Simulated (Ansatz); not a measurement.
# C3H9MgN: the cost of one run

Method: the settings change from run to run; program: Ansatz 0.2.0, Gaussian basis.

## Step 1: The molecule

The structure was relaxed beforehand with PBE0-D4 in a triple-zeta def2 set.

SMILES `C[CH](C)[Mg][NH2]`, 14 atoms, charge 0, spin multiplicity 1.

Atoms are counted from 1 here; the program's logs count them from 0.

Bond lengths: C1–C2 1.528 Å, C1–H6 1.101 Å, C1–H7 1.095 Å, C1–H8 1.096 Å, C2–C3 1.528 Å, C2–Mg4 2.112 Å, C2–H9 1.099 Å, C3–H10 1.095 Å, C3–H11 1.101 Å, C3–H12 1.096 Å, Mg4–N5 1.893 Å, N5–H13 1.010 Å, N5–H14 1.010 Å. Angles: C2–C1–H6 111.6°, C2–C1–H7 112.7°, C2–C1–H8 112.0°, H6–C1–H7 106.9°, H6–C1–H8 106.2°, H7–C1–H8 107.1°, C1–C2–C3 110.3°, C1–C2–Mg4 112.9°, C1–C2–H9 107.4°, C3–C2–Mg4 113.0°, C3–C2–H9 107.4°, Mg4–C2–H9 105.5°, C2–C3–H10 112.7°, C2–C3–H11 111.6°, C2–C3–H12 112.0°, H10–C3–H11 106.9°, H10–C3–H12 107.0°, H11–C3–H12 106.2° and more.

## Step 2: SPW92/aug-pcseg-2

Set apart from the defaults: charge -1, multiplicity 2.

in.yaml reads:

```yaml
crystal:
  periodic: [false, false, false]
  atoms:
    - {symbol: C, position_ang: [-0.520721, 0.533748, 1.633883]}
    - {symbol: C, position_ang: [0.477558, 0.307227, 0.499954]}
    - {symbol: C, position_ang: [1.325469, -0.931824, 0.781508]}
    - {symbol: Mg, position_ang: [-0.437613, 0.264998, -1.402580]}
    - {symbol: N, position_ang: [-1.262385, 0.226898, -3.106332]}
    - {symbol: H, position_ang: [-0.018069, 0.585646, 2.611691]}
    - {symbol: H, position_ang: [-1.087876, 1.462987, 1.518721]}
    - {symbol: H, position_ang: [-1.250107, -0.280951, 1.706926]}
    - {symbol: H, position_ang: [1.155367, 1.172576, 0.480342]}
    - {symbol: H, position_ang: [2.116632, -1.080368, 0.039641]}
    - {symbol: H, position_ang: [1.816818, -0.871434, 1.764565]}
    - {symbol: H, position_ang: [0.722466, -1.846834, 0.795774]}
    - {symbol: H, position_ang: [-0.923114, -0.249802, -3.929026]}
    - {symbol: H, position_ang: [-2.127325, 0.678030, -3.366263]}
basis:
  gaussian: {orbitals: aug-pcseg-2}
total_charge: -1
magnetization: {spin_polarized: true, initial_magnetization: 1}
hamiltonian: {xc: {name: SPW92}}
```

Command:

```console
$ ansatz run in.yaml --threads 4 --pin off --events-out ev --progress --plain --max-ram 10444MiB
```

**Question.** How long does this run take on 4 threads of AMD EPYC 9R45, shared host, and how much memory does it need?

About 12 s, with a peak of 2.5 GiB.
